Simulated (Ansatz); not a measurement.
# C₂H₈AlN: basis-set convergence

The task here is to estimate one member of a computed series from the others.

Program: Ansatz 0.2.0, Gaussian basis. Level of theory: one geometry, several basis sets. These are calculated values, not measurements.

Plan: PBE0-D4/def2-SVP; ωB97M-V/def2-SVP; PBE0-D4/def2-QZVPP; ωB97M-V/def2-QZVPP; the functionals' def2-TZVPP values are taken from earlier runs.

### Structure used throughout

The geometry comes from an earlier relaxation with PBE0-D4 in a triple-zeta def2 set; it is a stationary point, not always the lowest conformer.

12 atoms, charge 0, spin multiplicity 1.

Atoms are counted from 1 here; the program's logs count them from 0.

Bond lengths: C1–C2 1.504 Å, C1–H5 1.092 Å, C1–H6 1.099 Å, C1–H7 1.095 Å, C2–N3 1.528 Å, C2–Al4 1.958 Å, C2–H8 1.090 Å, N3–Al4 1.999 Å, N3–H9 1.011 Å, N3–H10 1.012 Å, Al4–H11 1.591 Å, Al4–H12 1.589 Å. Angles: C2–C1–H5 109.7°, C2–C1–H6 113.0°, C2–C1–H7 111.7°, H5–C1–H6 107.6°, H5–C1–H7 106.6°, H6–C1–H7 107.9°, C1–C2–N3 112.2°, C1–C2–Al4 126.5°, C1–C2–H8 112.0°, N3–C2–Al4 68.7°, N3–C2–H8 108.0°, Al4–C2–H8 118.2°, C2–N3–Al4 65.9°, C2–N3–H9 114.5°, C2–N3–H10 112.7°, Al4–N3–H9 125.1°, Al4–N3–H10 121.1°, H9–N3–H10 109.2° and more.

The first run:

Contents of in.yaml:

```yaml
crystal:
  periodic: [false, false, false]
  atoms:
    - {symbol: C, position_ang: [-1.137196, 1.016965, 0.227211]}
    - {symbol: C, position_ang: [0.127314, 0.452051, -0.360497]}
    - {symbol: N, position_ang: [0.958652, -0.304564, 0.674976]}
    - {symbol: Al, position_ang: [0.430627, -1.402538, -0.909856]}
    - {symbol: H, position_ang: [-1.726885, 1.495804, -0.557626]}
    - {symbol: H, position_ang: [-0.949907, 1.768310, 1.006888]}
    - {symbol: H, position_ang: [-1.767564, 0.232843, 0.658931]}
    - {symbol: H, position_ang: [0.757516, 1.227024, -0.795900]}
    - {symbol: H, position_ang: [1.879934, 0.079452, 0.834576]}
    - {symbol: H, position_ang: [0.481105, -0.403698, 1.561837]}
    - {symbol: H, position_ang: [-0.660978, -2.476985, -0.480568]}
    - {symbol: H, position_ang: [1.684579, -1.740061, -1.826074]}
basis:
  gaussian: {orbitals: def2-SVP}
hamiltonian: {xc: pbe0, dispersion: d4}
output: {orbitals: {seedname: orbitals}}
```

Among the steps run: PBE0-D4 in def2-SVP; ωB97M-V in def2-SVP; PBE0-D4 in def2-QZVPP; ωB97M-V in def2-QZVPP.

One of the session's tables, all rows but one given; the rest of the session is left out.

It belongs to the step «Density functionals: the series». 

| functional | basis | HOMO (eV) | LUMO (eV) |
| --- | --- | --- | --- |
| PBE0-D4 | def2-SVP | -6.47 | 0.45 |
| PBE0-D4 | def2-TZVPP | -6.51 | 0.09 |
| PBE0-D4 | def2-QZVPP | -6.52 | -0.17 |
| ωB97M-V | def2-SVP | -8.69 | 2.08 |
| ωB97M-V | def2-TZVPP | -8.75 | 1.53 |
| ωB97M-V | def2-QZVPP | ? | ? |

Q: Estimate the row for ωB97M-V, def2-QZVPP from the others.

As computed: HOMO (eV): -8.76; LUMO (eV): 0.91. In the column «HOMO (eV)» it is the lowest.
